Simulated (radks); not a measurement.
**Excited configurations of Tl⁺**

One table from this session's results is given with a row withheld; the runs are named, their logs left out.

The numbers are computed with radks (a radial shooting solver on a logarithmic mesh, Libxc functionals) version 1 (scalar-relativistic Kohn-Sham, LDA (Slater exchange, Perdew-Wang correlation), spin-polarised, spherical densities, finite nucleus; open shells are filled with parallel spins first), except any that are marked as measured or tabulated.

### The atom as given

```
element            : thallium (Z = 81)
charge             : +1
electrons          : 80
configuration      : [Hg]
nuclear rms radius : 5.4759 fm
```

The outer shells:

Tl⁺
```
[Xe] core
4f [↑↓][↑↓][↑↓][↑↓][↑↓][↑↓][↑↓]
5d [↑↓][↑↓][↑↓][↑↓][↑↓]
6s [↑↓]
```

The first run:

Input:

```text
Z 81
configuration [Hg]
relativity scalar-relativistic
functional lda,pw
spin polarised
nucleus finite rms 5.4759 fm
c 137.035999084
```

Steps of the session up to this table: Ground configuration: [Hg].

One table of the session follows, with a row left open; its other results are not shown here.

It belongs to the step «Ground configuration: [Hg]». From the orbitals of this run (lengths in bohr):

```
level     <r>  outermost maximum (interpolated)  90 % within  nodes
   4s  0.3920                             0.369        0.562      3
   4p  0.4179                             0.389        0.606      2
   4d       ?                                 ?            ?      ?
   5s  0.8762                             0.807         1.25      4
   4f  0.4677                             0.357        0.745      0
   5p   1.007                             0.903         1.46      3
   5d   1.384                              1.12         2.13      2
   6s   2.378                              2.04         3.48      5
```

**Question.** Estimate the row for 4d.

The run gave: <r>: 0.4400; outermost maximum (interpolated): 0.396; 90 % within: 0.656; nodes: 1. In the column «<r>» it lies between 4p (0.4179) and 4f (0.4677).
